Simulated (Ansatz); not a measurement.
# NbAl2F3: the cost of one run

Program: Ansatz 0.2.0. Level of theory: DFT PBE, scalar-relativistic, plane waves, PAW. These are calculated values, not measurements.

1 further run of the same task is left out (set aside as unsound or not needed).

## (1) The starting structure

The structure is hexagonal, space group P6/mmm (No. 191). Conventional cell: a = 5.473 Å, b = 5.473 Å, c = 3.013 Å, α = 90.00°, β = 90.00°, γ = 120.00°. Around Al (site symmetry -6m2) lie 6 F at 2.18 Å. Nb (site symmetry 6/mmm) is surrounded by 2 Nb at 3.01 Å and 12 F at 3.12 Å and 6 Al at 3.16 Å. F (site symmetry mmm) is surrounded by 4 Al at 2.18 Å and 4 Nb at 3.12 Å.

Coordinates:

```cif
data_structure
_symmetry_space_group_name_H-M 'P6/mmm'
_symmetry_Int_Tables_number 191
_cell_length_a 5.4730
_cell_length_b 5.4730
_cell_length_c 3.0130
_cell_angle_alpha 90.000
_cell_angle_beta 90.000
_cell_angle_gamma 120.000
_cell_volume 78.16
loop_
_atom_site_label
_atom_site_type_symbol
_atom_site_symmetry_multiplicity
_atom_site_Wyckoff_symbol
_atom_site_fract_x
_atom_site_fract_y
_atom_site_fract_z
_atom_site_occupancy
Al1 Al 2 c 0.33333 0.66667 0.00000 1
Nb1 Nb 1 a 0.00000 0.00000 0.00000 1
F1 F 3 g 0.50000 0.00000 0.50000 1
```

The cell is invented: species swapped into a database cell of GdB2Ru3 (P6/mmm, No. 191), with Nb on the Gd sites, Al on the B sites and F on the Ru sites. Lengths come from tabulated atomic sizes and are only a guess.

## (2) A first look at the guess

input.yaml reads:

```yaml
crystal:
  lattice:
    - [5.47303113, 0.0, 0.0]
    - [-2.73651556, 4.73978399, 0.0]
    - [0.0, 0.0, 3.01300664]
  atoms:
    - { symbol: Al, position: [0.33333333, 0.66666667, 0.0] }
    - { symbol: Al, position: [0.66666667, 0.33333333, 0.0] }
    - { symbol: Nb, position: [0.0, 0.0, 0.0] }
    - { symbol: F, position: [0.5, 0.0, 0.5] }
    - { symbol: F, position: [0.5, 0.5, 0.5] }
    - { symbol: F, position: [0.0, 0.5, 0.5] }
basis:
  ecutwfc: 420
kpoints:
  mp_grid: { grid: [6, 6, 6] }
hamiltonian:
  xc: pbe
scf:
  occupations: { method: gaussian, width: 0.1 }
  lower_state_search: "off"
output:
  forces: true
  stress: true
  eigenvalues: true
```

The run is started by

```sh
> ansatz run input.yaml --threads 1 --pin off --max-ram 2560MiB --backend cpu --events-out ev --progress --plain --runs-dir out
```

Q: Estimate wall time and peak memory on 1 thread of Arm Neoverse V1, shared host.

About 3.5 s, with a peak of 0.35 GiB.
